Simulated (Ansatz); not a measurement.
# GeS (germanium sulfide): wB97M-V/aug-cc-pVTZ

What is the vertical electron affinity of GeS (germanium sulfide) at wB97M-V/aug-cc-pVTZ? 

The calculation is run with Ansatz 0.2.0.

30 further runs of the same task are left out: 30 set aside as unsound or not needed.

## (1) Starting point

GeS has 2 atoms, charge 0, and is taken as a singlet. As SMILES, `[S+]#[Ge-]`. Geometry: the measured bond length.

Bond lengths: S1–Ge2 2.012 Å.

## (2) A single-point energy at wB97M-V/aug-cc-pVTZ

input.yaml

```yaml
crystal:
  periodic: [false, false, false]
  atoms:
    - symbol: S
      position_ang: [0.000000, 0.000000, 0.000000]
    - symbol: Ge
      position_ang: [0.000000, 0.000000, 2.012086]
basis:
  gaussian:
    orbitals: aug-cc-pVTZ
hamiltonian:
  xc: {name: wB97M-V}
accuracy: high
output: {orbitals: {seedname: orbitals}}
```

Launch:

```console
$ ansatz run input.yaml --threads 1 --pin off --max-ram 3480MiB --events-out events.jsonl --progress --plain --runs-dir runs
```

The program printed:

```text
Warning: RAYON_NUM_THREADS=1 ignored (pool sized by the plan → 1); use --threads N
Functional definition: wB97M-V
  name "wB97M-V"
  parameter omega = 0.3/bohr
  parameter cx = 0.15
  parameter cx01 = 1.007
  parameter cx10 = 0.259
  parameter css00 = 0.443
  parameter css04 = -1.437
  parameter css10 = -4.535
  parameter css20 = -3.390
  parameter css43 = 4.278
  parameter cos00 = 1.000
  parameter cos10 = 1.358
  parameter cos20 = 2.924
  parameter cos21 = -8.812
  parameter cos60 = -1.390
  parameter cos61 = 9.142
  parameter b = 6.0
  parameter c = 0.01
  gx(w, u) = 1 - cx + cx01*u + cx10*w
  gss(w, u) = css00 + css04*u^4 + css10*w + css20*w^2 + css43*w^4*u^3
  gos(w, u) = cos00 + cos10*w + (cos20 + cos21*u)*w^2 + (cos60 + cos61*u)*w^6
  exchange = spin_sum(e_x_unif_sr(omega)*gx(b97_w, b97_u_x)) + cx*exact_x_sr(omega) + exact_x_lr(omega)
  correlation = spin_sum(e_c_pw_mod_same_spin*gss(b97_w, b97_u_same))
      + integral(e_c_pw_mod_opposite_spin*gos(b97_w_opposite, b97_u_opposite)) + vv10(b, c)
1389 factors; integrals over basis functions are off by at most 4.7e-9 eV
392 factors; integrals over basis functions are off by at most 2.4e-9 eV
mean field evaluation 1: about -67350.3656 eV, gradient 2.5e1 eV
mean field evaluation 2: about -67348.9027 eV, gradient 3.5e1 eV
mean field evaluation 4: about -67352.3092 eV, gradient 1.2e0 eV
mean field evaluation 8: about -67352.3542 eV, gradient 5.6e-2 eV
mean field evaluation 16: about -67352.3542 eV, gradient 3.2e-5 eV
mean field -67352.35418206 eV, -2475.1533631254 hartree, gradient 2.8e-8 eV, S^2 0.000000; 0 other end points of the search recorded, 0 dependent functions left out
reference -67352.35418617 eV, -2475.1533632764 hartree; 24, 24 occupied and 85, 85 virtual orbitals, 1389 factors
Total energy: -67352.35418617 eV, -2475.1533632764 hartree
```

Run time: 55 s. Hardware: 1 thread of Arm Neoverse V1, shared host; peak memory 0.49 GiB.

## (3) The doublet anion at the same level

in.yaml

```yaml
crystal:
  periodic: [false, false, false]
  atoms:
    - {symbol: S, position_ang: [0.000000, 0.000000, 0.000000]}
    - {symbol: Ge, position_ang: [0.000000, 0.000000, 2.012086]}
basis:
  gaussian:
    orbitals: aug-cc-pVTZ
total_charge: -1
magnetization:
  spin_polarized: true
  initial_magnetization: 1
hamiltonian:
  xc: {name: wB97M-V}
accuracy: high
output: {orbitals: {seedname: orbitals}}
```

Launch:

```console
$ ansatz run in.yaml --threads 1 --pin off --max-ram 3480MiB --events-out events.jsonl --progress --plain --runs-dir runs
```

The program printed (excerpt; [...] marks lines left out):

```text
Warning: RAYON_NUM_THREADS=1 ignored (pool sized by the plan → 1); use --threads N
Functional definition: wB97M-V
  name "wB97M-V"
[...]
  gx(w, u) = 1 - cx + cx01*u + cx10*w
  gss(w, u) = css00 + css04*u^4 + css10*w + css20*w^2 + css43*w^4*u^3
  gos(w, u) = cos00 + cos10*w + (cos20 + cos21*u)*w^2 + (cos60 + cos61*u)*w^6
[...]
      + integral(e_c_pw_mod_opposite_spin*gos(b97_w_opposite, b97_u_opposite)) + vv10(b, c)
1389 factors; integrals over basis functions are off by at most 4.7e-9 eV
392 factors; integrals over basis functions are off by at most 2.4e-9 eV
[...]
mean field -67352.83974320 eV, -2475.1712071679 hartree, gradient 7.3e-8 eV, S^2 0.753363; 2 other end points of the search recorded, 0 dependent functions left out
reference -67352.83973861 eV, -2475.1712069993 hartree; 25, 24 occupied and 84, 85 virtual orbitals, 1389 factors
Total energy: -67352.83973861 eV, -2475.1712069993 hartree
```

It took 1.9 min on 1 thread of Arm Neoverse V1, shared host; peak memory 0.85 GiB.

## (4) What came out

At wB97M-V/aug-cc-pVTZ:

```
                                         quantity           value
                        singlet GeS: total energy  -2475.15336 Eh
                         singlet GeS: HOMO energy       -10.03 eV
                         singlet GeS: LUMO energy        -0.60 eV
                       singlet GeS: HOMO–LUMO gap         9.43 eV
                      doublet anion: total energy  -2475.17121 Eh
doublet anion: HOMO energy (highest over α and β)        -0.42 eV
 doublet anion: LUMO energy (lowest over α and β)         3.69 eV
                              doublet anion: ⟨S²⟩           0.753
vertical electron affinity (to the doublet anion)        0.486 eV
```

In words: At fixed nuclei the extra electron is bound by 0.49 eV (46.8 kJ/mol).
